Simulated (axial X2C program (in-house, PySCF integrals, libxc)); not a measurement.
# A two-component session on GeCl: EOM-EA-CCSD levels

Aim: EOM-EA-CCSD levels of GeCl, with spin–orbit coupling in the Hamiltonian from the start.

Computed with an in-house X2C program for linear molecules on PySCF integrals. Level: two-component X2C with atomic mean-field terms, Ge dyall-acv3z, Cl dyall-av3z.

All values are calculated.

**1. Input**

File task.json:

```json
{
 "zs": [
  32,
  17
 ],
 "q": 0,
 "bas": [
  "dyall-acv3z",
  "dyall-av3z"
 ],
 "r0": 2.2,
 "eom": "ea",
 "thr": -1.0,
 "nmax": 92,
 "grid": [
  1,
  0.96,
  1.045,
  0.92,
  1.09,
  1.15
 ]
}
```

Keys: zs atomic numbers; q charge; bas basis sets; r0 starting distance in Å; eom kind of EOM run; thr threshold in hartree for freezing inner shells (an s shell follows its p shell); nmax most natural virtual spinors; grid distances as factors.

The run is started by

```console
> python soeom.py task.json out
```

After this run come: EOM-EA-CCSD at 2.182 Å.

What does the calculation give? Wanted: next root led by one particle; T1 of the reference.

The runs gave:

| quantity | value |
| --- | --- |
| lowest root at 2.182 Å | Ω = 1/2, 7.358 eV |
| next root led by one particle | Ω = 3/2, about 890 cm⁻¹ higher |
| T1 of the reference | 0.022 |

In words: The added electron is bound by 7.36 eV in a spinor of 80% Ge pπ, 8% Cl dπ, 6% Cl pπ. Errors of 0.1 to 0.3 eV are usual at this size, and roots led by higher excitations are left out, so the list is incomplete, and low states of that kind can be missing.
